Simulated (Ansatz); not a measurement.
WAu:

```
CELL_PARAMETERS angstrom
0.00000 2.90921 2.90921
2.90921 0.00000 2.90921
2.90921 2.90921 0.00000
ATOMIC_POSITIONS crystal
W 0.00000 0.00000 0.00000
Au 0.75000 0.75000 0.75000
```

The cell was built by a generator and needn't be a form met in nature.

Base run:

| Item | Value |
| --- | --- |
| Program | Ansatz 0.2.0 |
| Functional | LDA |
| Potentials or basis | Ansatz PAW |
| Cutoff | 420 eV |
| Density cutoff | 1680 eV |
| k mesh | 8 × 8 × 8 |
| Occupations | fermi-dirac, width 0.05 eV |
| Spin | no spin polarisation |
| Hubbard terms | Au d U = 3 eV, W d U = 3 eV |

Its results: band gap on the k mesh none (metal or under the smearing width); pressure -5.1 GPa.

After a change of settings the same cell gave: band gap on the k mesh none (metal or under the smearing width); pressure -1.4 GPa. Which change was it?
A. hubbard terms from Au d U = 3 eV, W d U = 3 eV to Au d U = 8 eV, W d U = 8 eV
B. hubbard terms from Au d U = 3 eV, W d U = 3 eV to Au d U = 4 eV, W d U = 4 eV
C. hubbard terms from Au d U = 3 eV, W d U = 3 eV to none; hubbard projectors from ortho-atomic (the default) to none
D. functional from LDA to PBE; hubbard terms from Au d U = 3 eV, W d U = 3 eV to none; hubbard projectors from ortho-atomic (the default) to none

B.

Caveats: U without spin polarisation on a metal has little footing; the PAW data sets come from PBE, with cores solved anew for the run's functional, which leaves a small shift of forces and pressure; the U is typed as a test and isn't derived for this compound.

Not every run made on this cell is shown here.
